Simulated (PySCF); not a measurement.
# CoHO2: changing the method

What do other methods print for CoHO2?

Method: each script names its method and basis; program: PySCF 2.14.0.

4 further runs of the same task are left out: 4 that didn't finish. Runs told in other sessions of the task aren't counted.

## 1. The system as given

CoHO2: 4 atoms, charge 0, spin multiplicity 1.

Bond lengths: Co1–O2 1.543 Å, Co1–O3 1.664 Å, O3–H4 0.962 Å. Angles: O2–Co1–O3 150.2°, Co1–O3–H4 142.8°.

## 2. The base run

input.py reads:

```python
from pyscf import gto, dft

mol = gto.M(
    atom='Co -0.1462 0 0.0563; O 0.3244 0 1.5261; O 0.2014 0 -1.5707; H 0.93 0 -2.1982',
    basis='sbkjc',
    ecp={'Co': 'sbkjc', 'O': 'sbkjc'},
    charge=0,
    spin=0,
    symmetry=True,
    verbose=4,
)
mf = dft.RKS(mol, xc='pbe')
mf = mf.density_fit(auxbasis='def2-universal-jkfit')
mf.kernel()
mf.dip_moment()
print('orbital energies (hartree):', mf.mo_energy[..., max(0, mol.nelec[1]-3):mol.nelec[0]+3].round(4))
```

Command:

```sh
$ OMP_NUM_THREADS=1 python input.py
```

## 3. Population analysis

Edit 1 changes step after the SCF: none → analyze.

Edit input.py of step 2 so:

```diff
@@ -14,2 +14,3 @@
 mf.kernel()
+mf.mulliken_pop()
 mf.dip_moment()
```

## 4. Olyp

Edit 2 changes functional: pbe → olyp.

Edit input.py of step 2 so:

```diff
@@ -11,3 +11,3 @@
 )
-mf = dft.RKS(mol, xc='pbe')
+mf = dft.RKS(mol, xc='olyp')
 mf = mf.density_fit(auxbasis='def2-universal-jkfit')
```

What does the calculation give? Wanted: for each run, E(SCF); from base; gap; SCF dipole.

As calculated:

| run | E(SCF) (hartree) | from base (eV) | cycles | gap (eV) | SCF dipole (D) |
| --- | --- | --- | --- | --- | --- |
| base | -177.644368 | 0 | 20 | 0.53 | 3.00 |
| population analysis | -177.644368 | 0.0000 | 20 | 0.53 | 3.00 |
| olyp | -177.914589 | not comparable | 44 | 0.43 | 2.92 |

In words: A lower total energy from another functional means nothing by itself.
